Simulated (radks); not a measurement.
**Nuclear size and the levels of As**

Aim: how the total energy, the levels and the density at the nucleus of As respond when the nuclear radius is scaled.

Method: Dirac Kohn-Sham, relativistic LDA (MacDonald-Vosko exchange, VWN5 correlation), spin-unpolarised, spherical densities, finite nucleus; open shells are shared between the two j in proportion to 2j + 1. Code: radks (a radial shooting solver on a logarithmic mesh, Libxc functionals) version 1.

## (1) The system

| Item | Value |
| --- | --- |
| element | arsenic (Z = 33) |
| charge | 0 |
| electrons | 33 |
| configuration | [Ar] 3d10 4s2 4p3 |
| nuclear rms radius | 4.0968 fm |

The outer shells:

As
```
[Ar] core
3d [↑↓][↑↓][↑↓][↑↓][↑↓]
4s [↑↓]
4p [↑ ][↑ ][↑ ]
```

## (2) rms radius 4.0968 fm

Input:

```text
Z 33
configuration [Ar] 3d10 4s2 4p3 5s0 4d0
relativity Dirac
functional lda_x_rel,vwn5
spin unpolarised
j_filling average
nucleus finite rms 4.0968 fm
c 137.035999084
```

## (3) rms radius 3.6175 fm

Settings, as their differences from step 2:

```diff
@@ -6,3 +6,3 @@
 j_filling average
-nucleus finite rms 4.0968 fm
+nucleus finite rms 3.6175 fm
 c 137.035999084
```

## (4) rms radius 3.9657 fm

Settings, as their differences from step 3:

```diff
@@ -6,3 +6,3 @@
 j_filling average
-nucleus finite rms 3.6175 fm
+nucleus finite rms 3.9657 fm
 c 137.035999084
```

## (5) rms radius 4.4164 fm

Settings, as their differences from step 4:

```diff
@@ -6,3 +6,3 @@
 j_filling average
-nucleus finite rms 3.9657 fm
+nucleus finite rms 4.4164 fm
 c 137.035999084
```

## (6) rms radius 4.781 fm

Settings, as their differences from step 5:

```diff
@@ -6,3 +6,3 @@
 j_filling average
-nucleus finite rms 4.4164 fm
+nucleus finite rms 4.781 fm
 c 137.035999084
```

What does the calculation give? Wanted: for each run, rms radius; total energy shift; density at nucleus; 1s1/2 shift; 2s1/2 shift; 3s1/2 shift; 3p1/2 shift; 4s1/2 shift.

As calculated:

```
rms radius (fm)  total energy shift (eV)  density at nucleus (e/bohr³)  1s1/2 shift (meV)  2s1/2 shift (meV)  3s1/2 shift (meV)  3p1/2 shift (meV)  4s1/2 shift (meV)
         3.6175                  -0.0866                      3.55e+04              -36.6              -3.61             -0.548             0.0540            -0.0459
         3.9657                  -0.0247                     3.528e+04              -10.4              -1.03             -0.156             0.0154            -0.0131
         4.0968                        0                     3.521e+04                  0                  0                  0                  0                  0
         4.4164                   0.0633                     3.503e+04               26.8               2.64              0.400            -0.0395             0.0336
          4.781                    0.141                     3.484e+04               59.6               5.87              0.891            -0.0878             0.0747
```

What this shows: Shifts are against the first run. Over the range the 1s1/2 level moves by 0.0962 eV and the 4s1/2 level by 0.121 meV. A larger nucleus binds the 1s electrons less and lowers the density at its centre. These are shifts of eigenvalues, not the field shifts of spectral lines.
